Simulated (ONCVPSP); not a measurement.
**Pseudopotential generation for Zr: ONCV, LDA (Perdew-Wang 92)**

The numbers are computed with ONCVPSP 4.0.1 (LDA (Perdew-Wang 92), scalar-relativistic, spin-unpolarised reference atom).

### Step 1. The atom and the settings

The settings as typed:

| Quantity | Value |
| --- | --- |
| element | zirconium (Zr, Z = 40) |
| type | optimised norm-conserving Vanderbilt (ONCV) |
| frozen core | [Ar] 3d10 |
| valence charge | 12 |
| reference configuration | 4s2 4p6 4d2 5s1 (charge +1) |
| partial waves | 4s+5s: rc 1.70 bohr, ncon 4, nbas 7, qcut 6.8 1/bohr, 2 projectors; 4p: rc 1.60 bohr, ncon 4, nbas 8, qcut 11 1/bohr, 2 projectors, debl 1.1 Ha; 4d: rc 2.25 bohr, ncon 4, nbas 8, qcut 6.6 1/bohr, 2 projectors, debl 1 Ha |
| local potential | polynomial inside 1.00 bohr (lpopt 1, dvloc0 3 Ha) |
| core correction | not asked for |

The outer shells as boxes (Hund's rule for the drawing; the calculation is spin-unpolarised):

```
[Ar] core
3d [↑↓][↑↓][↑↓][↑↓][↑↓]
4s [↑↓]
4p [↑↓][↑↓][↑↓]
4d [↑ ][↑ ][  ][  ][  ]
5s [↑ ]
```

### Step 2. Generation

Contents of Zr.dat:

```
# ATOM AND REFERENCE CONFIGURATION
# atsym  z   nc   nv     iexc    psfile
  Zr 40.00    6    4  -001012      upf
#
#   n    l    f
    1    0    2.00
    2    0    2.00
    2    1    6.00
    3    0    2.00
    3    1    6.00
    3    2   10.00
    4    0    2.00
    4    1    6.00
    4    2    2.00
    5    0    1.00
#
# PSEUDOPOTENTIAL AND OPTIMIZATION
# lmax
    2
#
#   l,   rc,      ep,       ncon, nbas, qcut
    0    1.70    0.00    4    7    6.80
    1    1.60    0.00    4    8   11.00
    2    2.25    0.00    4    8    6.60
#
# LOCAL POTENTIAL
# lloc, lpopt,  rc(5),   dvloc0
    4    1    1.00    3.00
#
# VANDERBILT-KLEINMAN-BYLANDER PROJECTORs
# l, nproj, debl
    0    2    2.50
    1    2    1.10
    2    2    1.00
#
# MODEL CORE CHARGE
# icmod, fcfact, rcfact
    0    0.00    0.00
#
# LOG DERIVATIVE ANALYSIS
# epsh1, epsh2, depsh
   -4.00    5.00    0.02
#
# OUTPUT GRID
# rlmax, drl
    6.00    0.01
#
# TEST CONFIGURATIONS
# ncnf
    4
# nvcnf
#   n    l    f
    4
    4    0    2.00
    4    1    6.00
    4    2    2.00
    5    0    2.00
#
    4
    4    0    2.00
    4    1    6.00
    4    2    2.00
    5    0    0.00
#
    4
    4    0    2.00
    4    1    6.00
    4    2    1.00
    5    0    0.00
#
    4
    4    0    2.00
    4    1    6.00
    4    2    1.00
    5    0    2.00
#
```

Started as:

```
$ oncvpsp.x < Zr.dat > Zr.out
```

**Question.** How long does this run take on 1 thread of Intel Xeon Platinum 8488C, shared host?

About 3.6 s.
